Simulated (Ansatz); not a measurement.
# CH4Ge: short molecular-dynamics run

How does CH4Ge move over a short run? A script is to give a short molecular-dynamics run; the system is CH4Ge. SMILES: [CH3][GeH].

Program: Ansatz 0.2.0 through its Python package. Level of theory: PBE0/def2-SVP. These are calculated values, not measurements.

**1. The structure**

Bond lengths: C1–Ge2 1.928 Å, C1–H3 1.185 Å, C1–H4 1.072 Å, C1–H5 1.147 Å, Ge2–H6 1.566 Å. Angles: C1–Ge2–H6 111.4°, Ge2–C1–H3 108.8°, Ge2–C1–H4 111.0°, Ge2–C1–H5 109.7°, H3–C1–H4 114.0°, H3–C1–H5 103.8°, H4–C1–H5 109.2°.

The script holds or builds the structure itself.

**2. The code**

ch4ge.py reads:

```python
'''A short Born-Oppenheimer trajectory of CH4Ge.'''

import logging
import sys
import warnings

import ansatz as az
import numpy as np

logging.basicConfig(stream=sys.stdout, format='%(levelname)s:%(name)s:%(message)s')
logger = logging.getLogger('calc')
logger.setLevel(logging.INFO)

GEOMETRY = '''
C    -0.07170   -0.45740   -0.41960
Ge    0.73590    0.29770    1.15970
H    -1.24840   -0.46720   -0.27980
H     0.34900   -1.41680   -0.64550
H     0.09190    0.24540   -1.31170
H     0.18540    1.73430    1.45060
'''

warnings.simplefilter('ignore', az.DeckWarning)

ch4ge = az.Crystal.molecule()
for line in GEOMETRY.strip().splitlines():
    symbol, *xyz = line.split()
    ch4ge = ch4ge.atom(symbol, [float(v) for v in xyz])

job = (
    ch4ge.calculation()
    .basis(gaussian='def2-SVP')  # atom-centred Gaussian functions
    .functional('PBE0')
)
symbols = [site.symbol for site in ch4ge.cartesian_sites]
start = np.array([site.position_ang for site in ch4ge.cartesian_sites], dtype=float)
summary = job.relax(force_tolerance=0.02).run().report
end = np.array(summary['positions_ang'])
minimum = az.Crystal.molecule()
for symbol, place in zip(symbols, end):
    minimum = minimum.atom(symbol, place.tolist())

# dynamics from the relaxed geometry
job = (
    minimum.calculation()
    .basis(gaussian='def2-SVP')  # the orbital basis, by name
    .functional('PBE0')
    .md('nvt_nose_hoover', timestep=0.5, steps=30, temperature=300, initial_velocities='maxwell_boltzmann', seed=1, thermostat_time=50)
)
frames = []
result = job.session().plan().execute(on_event=lambda e: frames.append(e['data']) if e['event'] == 'md_step' else None)
logger.info('t (fs)   E_pot (eV)      E_kin (eV)   T (K)   d(0-1) (A)')
for f in frames[::1]:
    xyz = np.array(f['positions_ang'])
    logger.info(f'{f["time_fs"]:6.2f} {f["lagrangian_ev"]:14.5f} {f["e_kin_ev"]:10.5f} {f["temperature_k"]:8.1f} {np.linalg.norm(xyz[0] - xyz[1]):9.4f}')
kept = np.array([f['conserved_ev'] for f in frames])
logger.info(f'conserved energy moves by at most {1000 * np.ptp(kept):.3f} meV')
symbols = [site.symbol for site in ch4ge.cartesian_sites]
with open('last_frame.xyz', 'w') as handle:
    handle.write(f'{len(symbols)}\nt = {frames[-1]["time_fs"]} fs\n')
    handle.writelines('{:2s} {:10.5f} {:10.5f} {:10.5f}\n'.format(s, *xyz) for s, xyz in zip(symbols, frames[-1]['positions_ang']))
```

**3. The calls as engine input**

The engine receives this input (first run):

```yaml
crystal:
  periodic: [false, false, false]
  atoms:
    - { symbol: C, position_ang: [-0.0717, -0.4574, -0.4196] }
    - { symbol: Ge, position_ang: [0.7359, 0.2977, 1.1597] }
    - { symbol: H, position_ang: [-1.2484, -0.4672, -0.2798] }
    - { symbol: H, position_ang: [0.349, -1.4168, -0.6455] }
    - { symbol: H, position_ang: [0.0919, 0.2454, -1.3117] }
    - { symbol: H, position_ang: [0.1854, 1.7343, 1.4506] }
basis:
  gaussian:
    orbitals: def2-SVP
hamiltonian:
  xc: pbe0
relax:
  f_tol: 0.02
```

**4. Running it**

Command:

```bash
> python ch4ge.py
```

What it wrote:

```text
INFO:calc:t (fs)   E_pot (eV)      E_kin (eV)   T (K)   d(0-1) (A)
INFO:calc:  0.00   -57602.73379    0.15511    300.0    1.9912
INFO:calc:  0.50   -57602.72817    0.14965    289.4    1.9903
INFO:calc:  1.00   -57602.71337    0.13516    261.4    1.9894
INFO:calc:  1.50   -57602.69398    0.11612    224.6    1.9886
INFO:calc:  2.00   -57602.67533    0.09777    189.1    1.9878
INFO:calc:  2.50   -57602.66197    0.08459    163.6    1.9869
INFO:calc:  3.00   -57602.65664    0.07931    153.4    1.9862
INFO:calc:  3.50   -57602.65976    0.08234    159.3    1.9854
INFO:calc:  4.00   -57602.66951    0.09191    177.8    1.9847
INFO:calc:  4.50   -57602.68241    0.10459    202.3    1.9841
INFO:calc:  5.00   -57602.69419    0.11617    224.7    1.9835
INFO:calc:  5.50   -57602.70089    0.12278    237.5    1.9830
INFO:calc:  6.00   -57602.69997    0.12193    235.8    1.9826
INFO:calc:  6.50   -57602.69129    0.11349    219.5    1.9823
INFO:calc:  7.00   -57602.67756    0.10016    193.7    1.9821
INFO:calc:  7.50   -57602.66379    0.08682    167.9    1.9820
INFO:calc:  8.00   -57602.65551    0.07885    152.5    1.9819
INFO:calc:  8.50   -57602.65627    0.07968    154.1    1.9818
INFO:calc:  9.00   -57602.66577    0.08900    172.1    1.9818
INFO:calc:  9.50   -57602.67984    0.10280    198.8    1.9819
INFO:calc: 10.00   -57602.69239    0.11516    222.7    1.9820
INFO:calc: 10.50   -57602.69812    0.12089    233.8    1.9821
INFO:calc: 11.00   -57602.69454    0.11756    227.4    1.9823
INFO:calc: 11.50   -57602.68261    0.10603    205.1    1.9824
INFO:calc: 12.00   -57602.66599    0.08989    173.9    1.9826
INFO:calc: 12.50   -57602.64962    0.07394    143.0    1.9827
INFO:calc: 13.00   -57602.63807    0.06270    121.3    1.9829
INFO:calc: 13.50   -57602.63435    0.05914    114.4    1.9830
INFO:calc: 14.00   -57602.63924    0.06405    123.9    1.9830
INFO:calc: 14.50   -57602.65128    0.07605    147.1    1.9831
INFO:calc: 15.00   -57602.66735    0.09204    178.0    1.9832
INFO:calc:conserved energy moves by at most 1.312 meV
```

Wall time 64 s (1 thread of Arm Neoverse V1, shared host); peak memory 0.2 GiB.

last_frame.xyz, as written:

```xyz
6
t = 15.0 fs
C    -0.04841   -0.39126   -0.40236
Ge    0.83736    0.24057    1.25572
H    -1.12111   -0.58066   -0.01606
H     0.33312   -1.35561   -0.74931
H    -0.10334    0.30072   -1.24823
H     0.26865    1.76522    1.02005
```

**5. Inputs of later runs**

The engine's inputs for the other runs:

Run 2, against run 1:

```diff
@@ -4,6 +4,6 @@
-    - { symbol: C, position_ang: [-0.0717, -0.4574, -0.4196] }
-    - { symbol: Ge, position_ang: [0.7359, 0.2977, 1.1597] }
-    - { symbol: H, position_ang: [-1.2484, -0.4672, -0.2798] }
-    - { symbol: H, position_ang: [0.349, -1.4168, -0.6455] }
-    - { symbol: H, position_ang: [0.0919, 0.2454, -1.3117] }
-    - { symbol: H, position_ang: [0.1854, 1.7343, 1.4506] }
+    - { symbol: C, position_ang: [-0.06862598720762327, -0.4103489719029363, -0.39236995767714683] }
+    - { symbol: Ge, position_ang: [0.8422115024303038, 0.24410215755778802, 1.2528633992198306] }
+    - { symbol: H, position_ang: [-1.1604775913975671, -0.4243674624734512, -0.22586344620889964] }
+    - { symbol: H, position_ang: [0.2623531772119899, -1.4134497723347759, -0.6956038788576151] }
+    - { symbol: H, position_ang: [0.10435452598956102, 0.2965719039042356, -1.2228458737066097] }
+    - { symbol: H, position_ang: [0.06228437297333554, 1.6434921452491396, 1.2375197572304406] }
@@ -15,2 +15,9 @@
-relax:
-  f_tol: 0.02
+md:
+  timestep: 0.5
+  n_steps: 30
+  ensemble: nvt_nose_hoover
+  temperature: 300.0
+  nose_hoover:
+    tau: 50.0
+  initial_velocities: maxwell_boltzmann
+  seed: 1
```

**6. Run by run**

The 2 runs, in the order started:

```csv
run,kind of run,energy from run 1 (eV),SCF cycles in all,CPU time (s)
1,relaxation,0.0000,57,12
2,dynamics,0.0664,203,51
```

**7. The relaxation of run 1, step by step**

The steps of the relaxation:

| step | E - E(step 1) (eV) | largest force component (eV/Å) |
| --- | --- | --- |
| 1 | 0.0000 | 2.8236 |
| 2 | -0.3585 | 0.7292 |
| 3 | -0.3959 | 0.1658 |
| 4 | -0.4003 | 0.0399 |
| 5 | -0.3999 | 0.0616 |
| 6 | -0.4006 | 0.0041 |

Step 1 is the start. Step 5 was tried and not accepted.

Before: Bond lengths: C1–Ge2 1.928 Å, C1–H3 1.185 Å, C1–H4 1.072 Å, C1–H5 1.147 Å, Ge2–H6 1.566 Å. Angles: C1–Ge2–H6 111.4°, Ge2–C1–H3 108.8°, Ge2–C1–H4 111.0°, Ge2–C1–H5 109.7°, H3–C1–H4 114.0°, H3–C1–H5 103.8°, H4–C1–H5 109.2°.

After: Bond lengths: C1–Ge2 1.991 Å, C1–H3 1.105 Å, C1–H4 1.099 Å, C1–H5 1.104 Å, Ge2–H6 1.602 Å. Angles: C1–Ge2–H6 93.2°, Ge2–C1–H3 109.4°, Ge2–C1–H4 113.0°, Ge2–C1–H5 109.8°, H3–C1–H4 109.1°, H3–C1–H5 106.0°, H4–C1–H5 109.2°.

**8. Frames and traces**

Every 2 steps:

```csv
time (fs),T (K),change of potential energy (meV/atom),change of conserved energy (meV/atom),mean square move (Å²)
0.0,300,0.0,0.00,0.0000
1.0,261,3.4,0.08,0.0004
2.0,189,9.7,0.18,0.0015
3.0,153,12.9,0.22,0.0029
4.0,178,10.7,0.16,0.0043
5.0,225,6.6,0.07,0.0059
6.0,236,5.6,0.04,0.0081
7.0,194,9.4,0.12,0.0107
8.0,153,13.0,0.22,0.0137
9.0,172,11.3,0.17,0.0166
10.0,223,6.9,0.05,0.0196
11.0,227,6.5,0.04,0.0231
12.0,174,11.3,0.13,0.0269
13.0,121,16.0,0.21,0.0310
14.0,124,15.8,0.20,0.0348
15.0,178,11.1,0.13,0.0384
```

Positions (Å) and forces (eV/Å) at 15.0 fs:

```xyz
6

C    -0.048   -0.391   -0.402   -1.069   -0.437    0.580
Ge    0.837    0.241    1.256   -0.217    0.639   -0.193
H    -1.121   -0.581   -0.016    1.117    0.260   -0.542
H     0.333   -1.356   -0.749    0.038   -0.251   -0.029
H    -0.103    0.301   -1.248   -0.098    0.221   -0.028
H     0.269    1.765    1.020    0.229   -0.433    0.212
```

**9. Outcome**

```
                              quantity            value
                         runs compared                2
      moves of the relaxation of run 1                4
                energy gained in run 1         0.401 eV
 last largest force component of run 1      0.0041 eV/Å
                     length of the run  30 steps, 15 fs
         mean temperature, second half            171 K
                         farthest move           0.32 Å
largest change of the conserved energy    0.22 meV/atom
```

What this shows: The dearest, run 2 (dynamics), took some 4.3 times as long as run 1 (relaxation). Run 1: The relaxation took 4 moves; the largest shift is 0.262 Å, of atom 6 (H). The temperature swings between 114 and 300 K, with a mean of 171 K in the second half; from a start near a minimum about half of the kinetic energy passes into potential energy. The conserved energy stays within 0.22 meV/atom, so the time step holds. 15 fs show the first vibrations only, not equilibrium. The trajectory is only some femtoseconds long, and gives no averages; where the script doesn't relax first, it starts from a rough generated geometry. The temperature counts the internal degrees of freedom alone.
